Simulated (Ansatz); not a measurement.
# SnSe (SMILES [Se][Sn]): FCI/STO-3G

What is the energy change on altering one bond length of SnSe at FCI/STO-3G? 

The calculation is run with Ansatz 0.2.0.

53 further runs of the same task are left out: 14 that didn't finish, 39 set aside as unsound or not needed.

**1. The system as given**

The species is SnSe (2 atoms), meant as a singlet with charge 0. SMILES: `[Se][Sn]`. Geometry: a GFN2-xTB relaxation, a rough one for these elements and not checked as a minimum.

Bond lengths: Se1–Sn2 2.338 Å.

**2. The energy at FCI/STO-3G**

molecule.yaml reads:

```yaml
crystal:
  periodic: [false, false, false]
  atoms:
    - symbol: Se
      position_ang: [0.000000, 0.000000, 0.000000]
    - symbol: Sn
      position_ang: [0.000000, 0.000000, 2.338340]
basis:
  gaussian:
    orbitals: STO-3G
magnetization:
  spin_polarized: false
correlation:
  method: fci
  frozen_orbitals: {Se: 9, Sn: 18}
accuracy: high
```

Run with:

```
ansatz run molecule.yaml --threads 1 --pin off --max-ram 2610MiB --events-out events.jsonl --progress --plain --runs-dir runs
```

Output:

```text
Warning: RAYON_NUM_THREADS=1 ignored (pool sized by the plan → 1); use --threads N
Functional definition: HF
  name "HF"
  exchange = exact_x
  correlation = 0
711 factors; integrals over basis functions are off by at most 1.0e-8 eV
mean field evaluation 1: about -226854.6848 eV, gradient 1.9e1 eV
mean field evaluation 2: about -226854.7259 eV, gradient 1.9e1 eV
mean field evaluation 4: about -226857.7619 eV, gradient 9.4e-1 eV
mean field evaluation 8: about -226857.7651 eV, gradient 4.2e-6 eV
mean field -226857.76509085 eV, -8336.8690973725 hartree, gradient 2.8e-8 eV, S^2 0.000000; 0 other end points of the search recorded, 0 dependent functions left out
27 core orbitals not correlated: weight in the atoms' cores, before any rotation towards them, 1.000 or more for the frozen orbitals, at most 0.000 for the correlated occupied ones
reference -226857.76509085 eV, -8336.8690973725 hartree; 15, 15 occupied and 3, 3 virtual orbitals, 711 factors
state -226860.02995087 eV, -8336.9523294431 hartree
Total energy: -226860.02995087 eV, -8336.9523294431 hartree
```

Wall time 1.9 s (1 thread of Arm Neoverse V1, shared host); peak memory 0.11 GiB.

**3. The distorted shape**

job.yaml reads:

```yaml
crystal:
  periodic: [false, false, false]
  atoms:
    - symbol: Se
      position_ang: [0.000000, 0.000000, -0.584560]
    - symbol: Sn
      position_ang: [0.000000, 0.000000, 2.338340]
basis:
  gaussian: {orbitals: STO-3G}
correlation: {method: fci, frozen_orbitals: {Se: 9, Sn: 18}}
accuracy: high
```

Run with:

```
ansatz run job.yaml --threads 1 --pin off --max-ram 2610MiB --events-out events.jsonl --progress --plain --runs-dir runs
```

Output, cut to the lines that bear on the results:

```text
Warning: RAYON_NUM_THREADS=1 ignored (pool sized by the plan → 1); use --threads N
[... 2 set-up lines as earlier in the session ...]
[...]
687 factors; integrals over basis functions are off by at most 9.5e-9 eV
[...]
mean field -226854.33417916 eV, -8336.7430136938 hartree, gradient 9.8e-9 eV, S^2 0.000000; 8 other end points of the search recorded, 0 dependent functions left out; unrestricted orbitals would lower it
unrestricted determinant -226855.98490792 eV, -8336.8036768568 hartree, S^2 1.0406
27 core orbitals not correlated: weight in the atoms' cores, before any rotation towards them, 1.000 or more for the frozen orbitals, at most 0.000 for the correlated occupied ones
reference -226854.33417916 eV, -8336.7430136938 hartree; 15, 15 occupied and 3, 3 virtual orbitals, 687 factors
state -226857.71730177 eV, -8336.8673411566 hartree
Total energy: -226857.71730177 eV, -8336.8673411566 hartree
```

It took 5.1 s on 1 thread of Arm Neoverse V1, shared host; peak memory 0.14 GiB.

**4. Outcome**

At FCI/STO-3G, 27 core orbitals frozen:

| quantity | value |
| --- | --- |
| first shape: total energy | -8336.95233 Eh |
| first shape: correlation energy (27 core orbitals frozen) | -83.2 mEh |
| distorted shape: total energy | -8336.86734 Eh |
| distorted shape: correlation energy (27 core orbitals frozen) | -124.3 mEh |
| energy change with the Se1–Sn2 bond stretched from 2.338 to 2.923 Å | 2.313 eV |

With the Se1–Sn2 bond stretched from 2.338 to 2.923 Å the energy rises by 2.31 eV (223 kJ/mol). The first shape isn't relaxed at this level, so the change isn't measured from a minimum. The minimal basis adds a large error of its own. Relativity is left out (first shape) although the molecule holds a heavy atom. The restricted solution (distorted shape) is unstable to spin breaking: an unrestricted one lies lower. Relativity is left out (distorted shape) although the molecule holds a heavy atom.
